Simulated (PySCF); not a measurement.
# CuCl4: relaxation and vibrations of the doublet

Aim: relax CuCl4 as a doublet from a hand-made square planar geometry, check by its vibrations whether the end is a minimum, and collect its spectrum and constants.

Computed with PySCF 2.14.0. Level: PBE, basis Cu def2-SVP, Cl def2-SVP, no relativity, density fitting.

## 1. Starting geometry

5 atoms, charge 0, spin multiplicity 2.

Bond lengths: Cu1–Cl2 2.110 Å, Cu1–Cl3 2.110 Å, Cu1–Cl4 2.110 Å, Cu1–Cl5 2.110 Å. Angles: Cl2–Cu1–Cl3 90.0°, Cl2–Cu1–Cl4 180.0°, Cl2–Cu1–Cl5 90.0°, Cl3–Cu1–Cl4 90.0°, Cl3–Cu1–Cl5 180.0°, Cl4–Cu1–Cl5 90.0°.

```xyz
5
charge 0 multiplicity 2
Cu    0.0000    0.0000    0.0000
Cl    2.1100    0.0000    0.0000
Cl    0.0000    2.1100    0.0000
Cl   -2.1100    0.0000    0.0000
Cl    0.0000   -2.1100    0.0000
```

## 2. The SCF at the typed geometry

The steps below are one call of a driver around PySCF. For each, scf.py gives the equivalent set-up of the SCF; relaxations use the driver's own optimiser. After this first run the driver tries any further starts and a stability analysis.

scf.py

```python
from pyscf import gto, scf, dft
mol = gto.M(atom='''
Cu     0.000000     0.000000     0.000000
Cl     2.110000     0.000000     0.000000
Cl     0.000000     2.110000     0.000000
Cl    -2.110000     0.000000     0.000000
Cl    -0.000000    -2.110000     0.000000''',
    basis={'Cu': 'def2-SVP', 'Cl': 'def2-SVP'},
    charge=0, spin=1)
mf = dft.UKS(mol, xc='PBE')
mf.grids.atom_grid = (50, 194)
aux = {'Cu': 'def2-universal-JKFIT', 'Cl': 'def2-universal-JKFIT'}
mf = mf.density_fit(auxbasis=aux)
mf.conv_tol = 1e-08
mf.diis_space = 10
mf.max_cycle = 60
mf.init_guess = 'minao'
mf.verbose = 4
mf.kernel()
```

Launch:

```sh
> OMP_NUM_THREADS=2 python axn.py task.json out
```

Further steps of the session: Relaxing the doublet from the square planar start; Hessian and properties.

**Question.** What will these runs give? Wanted: minimum; geometry; wavenumbers; dipole moment; highest occupied, lowest empty level; polar-tensor charge of Cu1; zero-point energy; atomisation energy; ⟨S²⟩.

**Answer**, as computed:

| quantity | value |
| --- | --- |
| minimum | doublet, D4h |
| geometry | Cu–Cl 2.173 Å (×4); Cl–Cu–Cl 90.0° (×4), Cl–Cu–Cl 180.0° (×2) |
| wavenumbers (cm⁻¹) | 73 (b2u), 105 (eu), 114 (b2g), 132 (a2u), 276 (b1g), 311 (a1g), 414 (eu) |
| dipole moment | 0.00 D |
| highest occupied, lowest empty level (either spin) | -7.53, -7.02 eV |
| polar-tensor charge of Cu1 | +0.09 e |
| zero-point energy | 11.6 kJ/mol |
| entropy at 298.15 K | 378.0 J/(mol K) |
| atomisation energy (no zero-point energy) | 1006 kJ/mol |
| ⟨S²⟩ | 0.751 |

**Reading.** The square planar start keeps its D4h symmetry and ends in a minimum. The strongest infrared band lies at 105 cm⁻¹ (eu, bend). Only this shape and spin were tried, so other structures or states may lie lower. One determinant may miss the lowest occupation of an open d or f shell.
